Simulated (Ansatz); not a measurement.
# Ga8Sb3P5: the cost of one run

Computed with Ansatz 0.2.0 (DFT PBEsol, scalar-relativistic, plane waves, PAW, unless a step's input says otherwise).

That is the level of the relaxation; later steps name their own.

## Step 1: The starting structure

Symmetry: R3m, No. 160, trigonal system. The conventional cell has a = 8.062 Å, b = 8.062 Å, c = 19.748 Å, α = 90.00°, β = 90.00°, γ = 120.00°. Ga (site symmetry 3m) has 3 Sb at 2.47 Å and 1 P at 2.47 Å as nearest neighbours. Ga (site symmetry m) has 2 Sb at 2.47 Å and 2 P at 2.47 Å as nearest neighbours. Around Ga (site symmetry m) lie 3 P at 2.47 Å and 1 Sb at 2.47 Å. Ga (site symmetry 3m) is surrounded by 4 P at 2.47 Å. Sb (site symmetry m) has 4 Ga at 2.47 Å as nearest neighbours. P (site symmetry 3m) is surrounded by 4 Ga at 2.47 Å. Around P (site symmetry m) lie 4 Ga at 2.47 Å.

Structure file:

```
Ga Sb P
1.0
     0.00000    5.70081    5.70081
     5.70081    0.00000    5.70081
     5.70081    5.70081    0.00000
Ga Sb P
8 3 5
Direct
  0.00000 0.00000 0.00000
  0.00000 0.00000 0.50000
  0.00000 0.50000 0.00000
  0.00000 0.50000 0.50000
  0.50000 0.00000 0.00000
  0.50000 0.00000 0.50000
  0.50000 0.50000 0.00000
  0.50000 0.50000 0.50000
  0.12500 0.12500 0.12500
  0.12500 0.12500 0.62500
  0.12500 0.62500 0.12500
  0.12500 0.62500 0.62500
  0.62500 0.12500 0.12500
  0.62500 0.12500 0.62500
  0.62500 0.62500 0.12500
  0.62500 0.62500 0.62500
```

(A quick probe on a coarse mesh, which set the mesh and smearing, is not shown.)

## Step 3: Rough relaxation on the coarse mesh

File input.yaml:

```yaml
crystal:
  lattice:
    - [0.0, 5.7008125, 5.7008125]
    - [5.7008125, 0.0, 5.7008125]
    - [5.7008125, 5.7008125, 0.0]
  atoms:
    - { symbol: Ga, position: [0.0, 0.0, 0.0] }
    - { symbol: Ga, position: [0.0, 0.0, 0.5] }
    - { symbol: Ga, position: [0.0, 0.5, 0.0] }
    - { symbol: Ga, position: [0.0, 0.5, 0.5] }
    - { symbol: Ga, position: [0.5, 0.0, 0.0] }
    - { symbol: Ga, position: [0.5, 0.0, 0.5] }
    - { symbol: Ga, position: [0.5, 0.5, 0.0] }
    - { symbol: Ga, position: [0.5, 0.5, 0.5] }
    - { symbol: Sb, position: [0.125, 0.125, 0.125] }
    - { symbol: Sb, position: [0.125, 0.125, 0.625] }
    - { symbol: Sb, position: [0.125, 0.625, 0.125] }
    - { symbol: P, position: [0.125, 0.625, 0.625] }
    - { symbol: P, position: [0.625, 0.125, 0.125] }
    - { symbol: P, position: [0.625, 0.125, 0.625] }
    - { symbol: P, position: [0.625, 0.625, 0.125] }
    - { symbol: P, position: [0.625, 0.625, 0.625] }
basis:
  ecutwfc: 420
kpoints:
  mp_grid: { grid: [4, 4, 4] }
hamiltonian:
  xc: pbesol
scf:
  occupations: { method: gaussian, width: 0.1 }
output:
  forces: true
  stress: true
  eigenvalues: true
relax:
  adjacent_minimum: "off"
  f_tol: 0.05
  max_steps: 80
  cell: { stress_tol: 0.5 }
```

Run with:

```
$ ansatz run input.yaml --threads 4 --pin off --max-ram 10240MiB --backend cpu --events-out ev --progress --plain --runs-dir out
```

Q: Estimate wall time and peak memory on 4 threads of Intel Xeon 6975P-C (Granite Rapids), shared host.

About 38 s, with a peak of 1.3 GiB.
